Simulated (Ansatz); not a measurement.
# C₂H₆AlN: one species, many methods

One table from this session's results is given with a row withheld; the runs are named, their logs left out.

The runs use Ansatz 0.2.0, Gaussian basis; functionals in def2-TZVPP, the program's frozen cores in correlated methods.

Levels to be run: LDA (SPW92), PBE-D4, revPBE-D4, BLYP-D4, r2SCAN-D4, B97M-V, PBE0-D4, B3LYP-D4, r2SCANh-D4, r2SCAN0-D4, HSE06-D4, BHLYP-D4, CAM-B3LYP-D4, LC-ωPBE, ωB97X-V, ωB97M-V, B2PLYP, PBE-QIDH; CCSD(T)/def2-SVP; CCSD(T)/def2-TZVPP; MP2/def2-QZVPP; extrapolation to the limit; RPA on PBE.

## The geometry

An earlier PBE0-D4 in a triple-zeta def2 set relaxation fixed the geometry.

SMILES `C=[CH][AlH][NH2]`, 10 atoms, charge 0, spin multiplicity 1.

Atoms are counted from 1 here; the program's logs count them from 0.

Bond lengths: C1–C2 1.335 Å, C1–H5 1.089 Å, C1–H6 1.088 Å, C2–Al3 1.944 Å, C2–H7 1.091 Å, Al3–N4 1.769 Å, Al3–H8 1.585 Å, N4–H9 1.007 Å, N4–H10 1.007 Å. Angles: C2–C1–H5 122.9°, C2–C1–H6 122.2°, H5–C1–H6 114.9°, C1–C2–Al3 123.1°, C1–C2–H7 116.0°, Al3–C2–H7 120.8°, C2–Al3–N4 119.0°, C2–Al3–H8 123.5°, N4–Al3–H8 117.5°, Al3–N4–H9 123.7°, Al3–N4–H10 126.3°, H9–N4–H10 110.0°.

Geometry (Å):

```mol
C2H6AlN
  3D, bonds by distance, orders not assigned

 10  9  0  0  0  0  0  0  0  0999 V2000
   -0.9673    0.8568   -1.2436 C   0  0
   -0.8068   -0.4255   -0.9105 C   0  0
    0.3522   -1.0109    0.5364 Al  0  0
    1.2705    0.1982    1.4437 N   0  0
   -1.6189    1.1799   -2.0536 H   0  0
   -0.4527    1.6604   -0.7205 H   0  0
   -1.3719   -1.1482   -1.5012 H   0  0
    0.5256   -2.5286    0.9585 H   0  0
    1.8879   -0.0257    2.2071 H   0  0
    1.2644    1.1926    1.2865 H   0  0
  1  2  8  0
  2  3  8  0
  3  4  8  0
  1  5  8  0
  1  6  8  0
  2  7  8  0
  3  8  8  0
  4  9  8  0
  4 10  8  0
M  END
```

The first run:

in.yaml

```yaml
crystal:
  periodic: [false, false, false]
  atoms:
    - {symbol: C, position_ang: [-0.967263, 0.856776, -1.243631]}
    - {symbol: C, position_ang: [-0.806764, -0.425496, -0.910544]}
    - {symbol: Al, position_ang: [0.352243, -1.010919, 0.536421]}
    - {symbol: N, position_ang: [1.270497, 0.198204, 1.443688]}
    - {symbol: H, position_ang: [-1.618887, 1.179937, -2.053621]}
    - {symbol: H, position_ang: [-0.452663, 1.660385, -0.720452]}
    - {symbol: H, position_ang: [-1.371948, -1.148170, -1.501174]}
    - {symbol: H, position_ang: [0.525644, -2.528647, 0.958525]}
    - {symbol: H, position_ang: [1.887875, -0.025708, 2.207138]}
    - {symbol: H, position_ang: [1.264366, 1.192640, 1.286549]}
basis:
  gaussian: {orbitals: def2-TZVPP}
hamiltonian: {xc: lda}
output: {orbitals: {seedname: orbitals}}
```

Launch:

```sh
> ansatz run in.yaml --threads 2 --pin off --events-out ev --progress --plain --max-ram 4352MiB
```

Among the steps run: LDA; PBE-D4 (GGA); revPBE-D4 (GGA); BLYP-D4 (GGA); r2SCAN-D4 (meta-GGA); B97M-V (meta-GGA); B3LYP-D4 (hybrid); r2SCANh-D4 (hybrid); r2SCAN0-D4 (hybrid); HSE06-D4 (hybrid); BHLYP-D4 (hybrid); CAM-B3LYP-D4 (range-separated); LC-ωPBE (range-separated); ωB97X-V (range-separated); ωB97M-V (range-separated); B2PLYP (double hybrid); PBE-QIDH (double hybrid).

One of the session's tables, all rows but one given; the rest of the session is left out.

It belongs to the step «Frontier levels by functional». 

```
  functional  HOMO (eV)  gap (eV)
 LDA (SPW92)      -6.19      4.09
      PBE-D4      -6.00      4.14
   revPBE-D4      -5.93      4.16
     BLYP-D4      -5.86      4.14
   r2SCAN-D4      -6.27      4.62
      B97M-V      -6.31      4.63
     PBE0-D4      -7.33      6.33
    B3LYP-D4      -7.08      5.88
  r2SCANh-D4      -6.77      5.44
  r2SCAN0-D4      -7.52      6.65
    HSE06-D4      -6.92      5.55
    BHLYP-D4      -8.50      8.41
CAM-B3LYP-D4      -8.74      8.77
     LC-ωPBE     -10.19     11.31
     ωB97X-V      -9.78     10.81
     ωB97M-V          ?         ?
```

Estimate the missing values for ωB97M-V.

As computed: HOMO (eV): -9.69; gap (eV): 10.52. In the column «HOMO (eV)» it lies between ωB97X-V (-9.78) and CAM-B3LYP-D4 (-8.74).
